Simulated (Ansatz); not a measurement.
# CH8GeO2Si: the cost of one run

Program: Ansatz 0.2.0. Level of theory: RKS B3LYP-D4/def2-SVP. These are calculated values, not measurements.

## Step 1: The starting structure

Bond lengths: C1–Ge2 1.916 Å, Ge2–O3 1.766 Å, O3–Si4 1.704 Å, Si4–O5 1.704 Å, C1–H6 1.187 Å, C1–H7 1.102 Å, C1–H8 1.061 Å, Ge2–H9 1.582 Å, Ge2–H10 1.527 Å, Si4–H11 1.443 Å, Si4–H12 1.524 Å, O5–H13 0.955 Å. Angles (14 of 20 angles, heavy atoms first): C1–Ge2–O3 107.8°, Ge2–O3–Si4 109.4°, O3–Si4–O5 112.2°, C1–Ge2–H9 108.8°, C1–Ge2–H10 110.9°, O3–Ge2–H9 108.6°, O3–Ge2–H10 111.6°, Ge2–C1–H6 107.4°, Ge2–C1–H7 110.6°, Ge2–C1–H8 110.7°, O3–Si4–H11 111.4°, O3–Si4–H12 106.6°, O5–Si4–H11 112.9°, O5–Si4–H12 108.1°.

Coordinates:

```xyz
13

C    -1.7381    0.6520    0.9525
Ge   -0.0933    1.1378    0.0981
O     1.1544    0.0183    0.6553
Si    1.1430   -1.3751   -0.3254
O     1.6454   -1.0431   -1.9194
H    -2.5560    1.4488    0.6280
H    -1.6433    0.7295    2.0473
H    -2.0636   -0.3028    0.6234
H     0.3028    2.6012    0.5498
H    -0.2382    1.1056   -1.4217
H     1.8844   -2.4526    0.2836
H    -0.3006   -1.8596   -0.3755
H     2.5235   -0.6947   -1.7814
```

## Step 2: End point A

Contents of input.yaml:

```yaml
crystal:
  periodic: [false, false, false]
  atoms:
    - { symbol: C, position_ang: [-1.7381, 0.652, 0.9525] }
    - { symbol: Ge, position_ang: [-0.0933, 1.1378, 0.0981] }
    - { symbol: O, position_ang: [1.1544, 0.0183, 0.6553] }
    - { symbol: Si, position_ang: [1.143, -1.3751, -0.3254] }
    - { symbol: O, position_ang: [1.6454, -1.0431, -1.9194] }
    - { symbol: H, position_ang: [-2.556, 1.4488, 0.628] }
    - { symbol: H, position_ang: [-1.6433, 0.7295, 2.0473] }
    - { symbol: H, position_ang: [-2.0636, -0.3028, 0.6234] }
    - { symbol: H, position_ang: [0.3028, 2.6012, 0.5498] }
    - { symbol: H, position_ang: [-0.2382, 1.1056, -1.4217] }
    - { symbol: H, position_ang: [1.8844, -2.4526, 0.2836] }
    - { symbol: H, position_ang: [-0.3006, -1.8596, -0.3755] }
    - { symbol: H, position_ang: [2.5235, -0.6947, -1.7814] }
basis:
  gaussian: { orbitals: def2-SVP }
hamiltonian:
  xc: b3lyp
  dispersion: d4
relax:
  f_tol: 0.015
  max_steps: 40
```

On the command line:

```sh
$ ansatz run input.yaml --threads 2 --pin off --max-ram 3072MiB --backend cpu --events-out ev --progress --plain --runs-dir out
```

Q: Estimate wall time and peak memory on 2 threads of Intel Xeon Platinum 8488C (Sapphire Rapids), shared host.

About 31 s, with a peak of 0.37 GiB.
